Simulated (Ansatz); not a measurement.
Write a Python script for Ansatz 0.2.0 through its Python package that makes an atomisation energy of C2H2N, SMILES [CH2]C#N. Level of theory (for the species named): PBE, def2-SVP basis, multiplicity 2, D4 dispersion.

```xyz
5

C    -0.2879    0.3133   -0.3038
C     0.4575   -0.5289    0.4410
N     1.0832   -1.2503    1.0498
H    -1.1251   -0.0079   -0.8501
H    -0.0778    1.4001   -0.3782
```

`run_tae.py`:
```python
# -*- coding: utf-8 -*-
'''Atomisation energy of C2H2N at the given geometry.'''

from collections import Counter

import ansatz as az


def single_point(molecule, charge=0, unpaired=0):
    calc = (
        molecule.calculation()
        .basis(gaussian='def2-SVP')
        .functional('pbe', dispersion='d4')
    )
    if charge:
        calc = calc.charge(charge)
    if unpaired:
        calc = calc.spin('collinear', total=unpaired)
    report = calc.run(threads=1, pin='off').report
    if report['published_state_doubts']:
        print('  doubts:', report['published_state_doubts'])
    return report['free_energy_ev']

GEOMETRY = '''
C    -0.28790    0.31330   -0.30380
C     0.45750   -0.52890    0.44100
N     1.08320   -1.25030    1.04980
H    -1.12510   -0.00790   -0.85010
H    -0.07780    1.40010   -0.37820
'''

molecule = az.Crystal.molecule()
for line in GEOMETRY.strip().splitlines():
    symbol, *xyz = line.split()
    molecule = molecule.atom(symbol, [float(v) for v in xyz])

# unpaired electrons of the ground-state atoms
unpaired = {'C': 2, 'N': 3, 'H': 1}
counts = Counter(site.symbol for site in molecule.cartesian_sites)
atom_energy = {s: single_point(az.Crystal.molecule().atom(s, (0, 0, 0)), 0, unpaired[s]) for s in counts}
whole = single_point(molecule, 0, 1)
for s, e in atom_energy.items():
    print(f'{s:2s} x{counts[s]}  {e:14.5f} eV')
print(f'C2H2N: {whole:.5f} eV')
split = sum(counts[s] * e for s, e in atom_energy.items()) - whole
print(f'atomisation energy (no zero-point term): {23.060548 * split:.1f} kcal/mol, {split / sum(counts.values()):.3f} eV an atom')
```

```console
$ python run_tae.py
C  x2     -1027.26350 eV
N  x1     -1482.11110 eV
H  x2       -13.56840 eV
C2H2N: -3587.04054 eV
atomisation energy (no zero-point term): 536.5 kcal/mol, 4.653 eV an atom
```

536.5 kcal/mol from the electronic energies, without the zero-point term.

Notes:
- The settings weren't tested for convergence.
- The geometry is a force-field or estimated start, not a minimum of this method, and the basis set is short of its limit. All parts are taken at fixed geometry, without zero-point energy.
- The species is open-shell (spin multiplicity 2).
- This functional overbinds, so such energies come out a few per cent too high (LDA far more).
- Hardware and time: 1.5 s on 1 thread of Arm Neoverse V2, on a shared host, peak memory 0.16 GiB.

(A comment or docstring line of the script was reworded after the run, the code is as it ran; lines on the test bed's own set-up are left out of the output.)
